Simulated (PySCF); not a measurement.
# (OMe)3Sn-O-SiH3: geometry, NMR shifts and electronic excitations, part 1 of 2

What NMR shifts and electronic excitations should (OMe)3Sn-O-SiH3 show?

Programs: PySCF 2.14.0, with density-fitted response routines of our own. Each step states its level of theory. These are calculated values for one molecule in the gas phase, unless marked as measured. Atoms count from 0, in the outputs and in this text.

### 1 The molecule as given

21 atoms, charge 0, multiplicity 1; geometry from: GFN2-xTB. The atoms were then displaced at random by about 0.03 Å, so the start is not that level's minimum.

Bonds of the start (Å): Sn0–O1 1.89, Sn0–O3 2.03, Sn0–O5 1.99, Sn0–O7 2.00, O1–C2 1.41, C2–H9 1.04, C2–H10 1.10, C2–H11 1.16, O3–C4 1.46, C4–H12 1.07, C4–H13 1.06, C4–H14 1.09, O5–C6 1.39, C6–H15 1.13, C6–H16 1.09, C6–H17 1.07, O7–Si8 1.61, Si8–H18 1.43, Si8–H19 1.50, Si8–H20 1.48.

### 2 Geometry optimisation at PBE0-D3(BJ)/def2-SVP

What the job is given:

```
{"job": {"xc": "PBE0", "basis": "def2-SVP", "d3": "d3bj", "grid": 1, "maxiter": 40, "shake": 0.03, "kind": "geom"}, "charge": 0, "multiplicity": 1}
Sn     0.557210    -0.186730     0.255570
O      0.768070    -2.026640     0.640360
C      0.189490    -2.679060     1.749540
O      1.505620     0.370060    -1.454140
C      1.251500    -0.381340    -2.676530
O      1.083020     1.047070     1.721140
C      0.853830     2.410710     1.812120
O     -1.395240     0.202190     0.038360
Si    -2.538940     0.679040    -0.988520
H     -0.847520    -2.622060     1.835460
H      0.524260    -3.724300     1.686720
H      0.678930    -2.277570     2.727080
H      1.805590     0.190980    -3.396870
H      1.557170    -1.382690    -2.524260
H      0.214280    -0.389260    -3.001500
H     -0.246720     2.672910     1.796960
H      1.222540     2.754460     2.778110
H      1.308490     2.995440     1.044400
H     -3.758640     0.641980    -0.235110
H     -2.667960    -0.273140    -2.141920
H     -2.251740     1.993940    -1.596560
```

Command:

```bash
OMP_NUM_THREADS=1 python probes_run.py task.json out
```

This one command runs all jobs of the session in turn.

The program printed:

```text
step   0  E = -925.25048425  max force = 0.076829
step   1  E = -925.27150781  max force = 0.019299
step   2  E = -925.27365987  max force = 0.005506
step   3  E = -925.27415399  max force = 0.004088
step   4  E = -925.27427117  max force = 0.001428
step   5  E = -925.27434233  max force = 0.001342
step   6  E = -925.27440607  max force = 0.001963
step   7  E = -925.27447209  max force = 0.001354
step   8  E = -925.27451969  max force = 0.001277
step   9  E = -925.27455463  max force = 0.000999
step  10  E = -925.27459328  max force = 0.001069
step  11  E = -925.27463126  max force = 0.000781
step  12  E = -925.27465939  max force = 0.000443
step  13  E = -925.27467131  max force = 0.000215
optimisation converged
```

Run time: 15 min. Hardware: 1 thread of AMD EPYC, shared host; peak memory 1.2 GiB.

The steps of the relaxation:

```tsv
step	energy from step 0 (eV)	largest force component (eV/Å)
0	0.0000	3.9507
1	-0.5721	0.9924
2	-0.6306	0.2831
3	-0.6441	0.2102
4	-0.6473	0.0734
5	-0.6492	0.0690
6	-0.6509	0.1009
7	-0.6527	0.0696
8	-0.6540	0.0657
9	-0.6550	0.0514
10	-0.6560	0.0550
11	-0.6571	0.0402
12	-0.6578	0.0228
13	-0.6582	0.0111
```

Close pairs (by a distance rule), those that changed most:

```tsv
bond	before (Å)	after (Å)	change (Å)
Sn0–O3	2.033	1.962	-0.071
Sn0–O1	1.892	1.959	+0.068
C2–H9	1.042	1.105	+0.063
C2–H11	1.165	1.105	-0.060
Si8–H18	1.434	1.492	+0.057
O7–Si8	1.609	1.660	+0.051
O3–C4	1.457	1.407	-0.050
C4–H13	1.058	1.104	+0.046
```

The end geometry stands in the next job.

```tsv
at the end point	value
point group (found at 0.08 Å tolerance)	C1
rotational constants (GHz, main isotopes)	0.912, 0.740, 0.675
dipole moment (D)	0.72
```

### 3 Shielding tensors: PBE0/def2-TZVP+pcSseg-1

What the job is given:

```
{"job": {"kind": "nmr", "xc": "PBE0", "basis": {"default": "pcSseg-1", "Sn": "def2-TZVP"}}, "charge": 0, "multiplicity": 1}
Sn     0.499492    -0.105846     0.262974
O      0.869569    -1.976457     0.712831
C      0.241810    -2.597960     1.808496
O      1.299682     0.307386    -1.479779
C      1.259388    -0.617333    -2.540105
O      1.177702     1.105896     1.646032
C      0.751258     2.446889     1.684363
O     -1.448666     0.157512     0.149082
Si    -2.452648     0.797599    -1.007734
H     -0.860657    -2.567537     1.740109
H      0.550538    -3.655648     1.816055
H      0.540436    -2.153721     2.775280
H      1.863889    -0.208565    -3.365768
H      1.679883    -1.601411    -2.266985
H      0.234482    -0.777585    -2.923985
H     -0.349111     2.548448     1.654202
H      1.101895     2.884252     2.632956
H      1.176111     3.046356     0.858813
H     -3.859157     0.671833    -0.527305
H     -2.315900     0.069388    -2.309011
H     -2.146754     2.242496    -1.250112
```

Method: GIAO PBE0/pcSseg-1 Sn:def2-TZVP NMR shielding, scalar relativity only through core potentials, gas phase.

The program printed:

```text
coarse grid: 80368 points
cycle   1  E = -922.4461031774  dE = -3.329e+01  |g| = 3.257e+00  |ddm| = 3.130e+01
cycle   2  E = -840.6702028892  dE =  8.178e+01  |g| = 1.639e+01  |ddm| = 6.371e+01
cycle   3  E = -924.4952520602  dE = -8.383e+01  |g| = 2.328e+00  |ddm| = 6.254e+01
cycle   4  E = -925.3493262671  dE = -8.541e-01  |g| = 1.280e+00  |ddm| = 2.948e+00
cycle   5  E = -925.6288420006  dE = -2.795e-01  |g| = 2.992e-01  |ddm| = 9.711e-01
cycle   6  E = -925.6428372889  dE = -1.400e-02  |g| = 1.867e-01  |ddm| = 4.005e-01
cycle   7  E = -925.6485672233  dE = -5.730e-03  |g| = 4.284e-02  |ddm| = 1.585e-01
cycle   8  E = -925.6488993339  dE = -3.321e-04  |g| = 1.183e-02  |ddm| = 4.441e-02
cycle   9  E = -925.6489230947  dE = -2.376e-05  |g| = 4.840e-03  |ddm| = 1.076e-02
cycle  10  E = -925.6489270522  dE = -3.957e-06  |g| = 1.839e-03  |ddm| = 4.473e-03
final grid: 168896 points
cycle  11  E = -925.6489416967  dE =  1.376e-06  |g| = 3.404e-03  |ddm| = 4.235e-03
cycle  12  E = -925.6489360629  dE =  5.634e-06  |g| = 6.530e-03  |ddm| = 7.099e-03
cycle  13  E = -925.6489437844  dE = -7.721e-06  |g| = 3.116e-04  |ddm| = 4.617e-03
cycle  14  E = -925.6489438023  dE = -1.794e-08  |g| = 5.292e-05  |ddm| = 2.858e-04
cycle  15  E = -925.6489438028  dE = -4.791e-10  |g| = 1.061e-05  |ddm| = 3.837e-05
converged SCF energy = -925.6489438028

GIAO shielding tensors (ppm)
atom      isotropic    diamagn.    paramagn.     s11        s22        s33       span
  0 Sn         nan         nan         nan        nan        nan        nan        nan
  1 O      294.812     398.335    -103.523    205.115    298.301    381.019    175.904
  2 C      127.146     241.807    -114.661     97.692     99.593    184.153     86.462
  3 O      286.565     398.737    -112.172    192.225    287.369    380.100    187.875
  4 C      126.624     242.543    -115.918     97.162     99.401    183.310     86.149
  5 O      289.421     397.620    -108.199    202.518    283.315    382.430    179.912
  6 C      127.412     243.049    -115.637     97.389    101.170    183.676     86.287
  7 O      306.270     400.786     -94.516    258.796    303.054    356.960     98.163
  8 Si     379.547     879.468    -499.922    328.103    335.347    475.189    147.086
  9 H       27.280      29.586      -2.306     22.011     25.305     34.524     12.513
 10 H       27.456      26.927       0.528     22.956     24.287     35.123     12.167
 11 H       27.342      28.495      -1.152     22.444     24.805     34.778     12.334
 12 H       27.400      27.519      -0.118     22.991     24.178     35.033     12.042
 13 H       27.239      29.211      -1.972     22.095     25.161     34.460     12.365
 14 H       27.271      30.454      -3.183     22.296     25.321     34.196     11.900
 15 H       27.254      30.281      -3.026     21.873     25.823     34.067     12.193
 16 H       27.446      27.116       0.329     22.900     24.396     35.041     12.141
 17 H       27.384      29.434      -2.051     22.818     24.675     34.657     11.839
 18 H       26.084      28.375      -2.291     22.593     23.714     31.944      9.351
 19 H       26.007      29.889      -3.883     22.086     24.764     31.170      9.085
 20 H       26.024      29.655      -3.631     22.412     24.363     31.298      8.886
```

Run time: 3.4 min. Hardware: 1 thread of AMD EPYC, shared host; peak memory 1.5 GiB.

Shifts follow as δ = σ(reference) − σ, with reference shieldings (ppm) from runs at the same level and on the same kind of geometry: 1H TMS 31.27, 13C TMS 184.4, 29Si TMS 352.0, 17O H2O 334.6. The references are single molecules in the gas phase, so shifts against H2O, NH3, PH3, H3PO4 or CFCl3 are not on the usual liquid scales and can be off by tens of ppm. Atoms listed in one row are averaged.

```tsv
atoms	environment	σ (ppm)	δ (ppm)
C2, C4, C6	carbon bonded to O, 3 H	127.1	57.3
H18, H19, H20	hydrogen on a silicon bonded to O	26.04	5.23
H9, H10, H11, H12, H13 and 4 more	hydrogen on a carbon bonded to O	27.34	3.93
O1, O3, O5	oxygen bonded to C, Sn	290.3	44.3
O7	oxygen bonded to Si, Sn	306.3	28.3
Si8	silicon bonded to O, 3 H	379.5	-27.6
```

Atoms past Kr carry core potentials, so their printed shieldings have no meaning and are left out of the table.

The run also stored atomic charges by several schemes (e):

```tsv
atoms	Mulliken	ESP fit
Sn0	1.48	1.22
O1, O3, O5	-0.66	-0.45
C2, C4, C6	-0.03	-0.12
O7	-0.79	-0.53
Si8	0.69	0.54
```

Mayer bond orders: Sn0–O1 0.92, Sn0–O3 0.89, Sn0–O5 0.92, Sn0–O7 0.79, O1–C2 0.90, O3–C4 0.91, O5–C6 0.90, O7–Si8 0.94.

With diffuse functions Mulliken charges and Mayer bond orders lose their meaning; the other schemes are steadier.

Orbitals, density, ELF and potential are computed afterwards from the orbital file.

Frontier orbitals at PBE0/def2-TZVP+pcSseg-1, with the share of their density that lies nearest to each atom:

```tsv
orbital	energy (eV)	lies on
HOMO	-8.09	O3, O5 about 32 % each; H13, H17 about 6 % each
LUMO	-1.86	Sn0 31 %; 4 O atoms about 12 % each
```

ELF in a plane through or near 6 of the atoms.

Ten even steps from ' ' (0.00) to '@' (1.00):
```
                                                        
                                                        
                                                        
                                                        
                  ::**--..====..                        
                ..@@@@@@##==##--                        
                ..%%@@@@%%::==::                        
                    --::::####%%##--                    
                ..      --##++%%##==                    
              --++==..  ..::----::                      
              ==****::....::..                          
              ..--==..  ..::==--  ..####::              
                        ::##%%**--##@@@@##              
                      ..**%%==%%----@@%%==              
                      ..==##++--##%%++..                
                          ..  ++@@@@@@--                
                              %%@@@@@@==                
                              ..==++..                  
                                                        
                                                        
```
The map spans 13.2 Å across and 12.2 Å up, centred on the molecule. Atoms in the plane (x, y in Å): O3 (0.3, 1.2), C4 (-0.2, 2.5), O5 (0.2, -2.0), C6 (1.6, -2.4), H13 (-1.3, 2.5), H16 (1.6, -3.5).

log10 of the density (e/Å³) in the same plane.

Ten even steps from ' ' (-4.0) to '@' (1.0):
```
                                                        
                                                        
                      ....::::....                      
                  ..::----====--::..                    
              ..::--++++******++==--..                  
              ..--++**####%%%%**==--..                  
              ..--++####%%%%%%**++==::                  
              ::--==++****%%@@%%**++--..                
            ::--======++**%%@@%%##++--..                
          ..--++++**++****####**++==::..                
        ..::--++********######++==----::::              
        ..::--==++++++++**####**++++++++==::            
          ..::----====++**%%@@%%######**++--..          
          ....::::::--++**@@@@%%%%%%%%**++--..          
              ......::==++**####%%%%##++==::..          
                    ..::--==++**##%%**++--..            
                          ::--++++**++==::              
                            ..--------::..              
                                  ..                    
                                                        
```
The map spans 13.2 Å across and 12.2 Å up, centred on the molecule. Atoms in the plane (x, y in Å): O3 (0.3, 1.2), C4 (-0.2, 2.5), O5 (0.2, -2.0), C6 (1.6, -2.4), H13 (-1.3, 2.5), H16 (1.6, -3.5).

On the surface of density 0.002 e/bohr³ the electrostatic potential runs, from the 1st to the 99th percentile, from -1.27 V near O5 to 1.70 V near Sn0.

(Continued in part 2 of 2.)
